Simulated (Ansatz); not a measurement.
**ZnC+ (doublet): from Hartree-Fock to the top rungs, def2-SVP**

One table from this session's results is given with a row withheld; the runs are named, their logs left out.

Program: Ansatz 0.2.0, Gaussian basis. Level of theory: def2-SVP, core rule «outside noble gas», up to 10 orbitals frozen. These are calculated values, not measurements.

Plan: UHF; CCSD(T) on ROHF; CCSD(T) on UHF; CISD; CCSDT(Q) on ROHF; CCSDT(Q) on UHF; CASSCF and MRCISD+Q, 15 electrons in 10 orbitals; CASSCF and NEVPT2, 15 electrons in 10 orbitals.

4 further runs of the same task are left out: 4 set aside as unsound or not needed.

## What is computed

The geometry is a PBE0/def2-TZVP stationary point (not a proven minimum) of the parent state, kept for this charge and spin.

2 atoms, charge 1, spin multiplicity 2.

Atoms are counted from 1 here; the program's logs count them from 0.

Bond lengths: Zn1–C2 1.954 Å.

Set-up of the first run:

in.yaml reads:

```yaml
crystal:
  periodic: [false, false, false]
  atoms:
    - {symbol: Zn, position_ang: [0.000000, 0.000000, 0.000000]}
    - {symbol: C, position_ang: [0.000000, 0.000000, 1.953600]}
basis:
  gaussian: {orbitals: def2-SVP}
total_charge: 1
magnetization: {spin_polarized: true, initial_magnetization: 1}
hamiltonian: {xc: hf}
output: {orbitals: {seedname: orbitals}}
```

Launch:

```console
$ ansatz run in.yaml --threads 1 --pin off --events-out ev --progress --plain --max-ram 4096MiB --backend cpu
```

Among the steps run: UHF; CCSD(T) on ROHF; CCSD(T) on UHF; CISD; CCSDT(Q) on ROHF; CCSDT(Q) on UHF; CASSCF and MRCISD+Q, 15 electrons in 10 orbitals; CASSCF and NEVPT2, 15 electrons in 10 orbitals.

One of the session's tables, all rows but one given; the rest of the session is left out.

It belongs to the step «Misses and costs». 

| method | from UCCSDT(Q) (kcal/mol) |
| --- | --- |
| ROHF | +237.47 |
| UHF | +223.33 |
| RMP2 | +12.20 |
| UMP2 | +16.44 |
| CISD | +28.46 |
| RCCSD | +7.94 |
| UCCSD | +8.17 |
| RCCSD(T) | -0.07 |
| UCCSD(T) | +0.71 |
| RCCSDT | -0.32 |
| UCCSDT | -0.34 |
| RCCSDT(Q) | +0.04 |
| UCCSDT(Q) | 0 |
| CASSCF valence | +201.29 |
| NEVPT2 valence | ? |
| MRCISD valence | +15.65 |
| MRCISD+Q valence | +4.64 |

**Question.** Estimate the row for NEVPT2 valence.

**Answer.** from UCCSDT(Q) (kcal/mol): +22.29. In the column «from UCCSDT(Q) (kcal/mol)» it lies between UMP2 (+16.44) and CISD (+28.46).

Limits of these values: The determinant is far from a pure spin state, so its energy mixes those of several spin states (harmless only where they are near-degenerate, as at dissociation). Restricted and unrestricted rows rest on different reference determinants; where their highest levels disagree by more than a few hundredths of an eV, they describe different states and don't form one ladder.
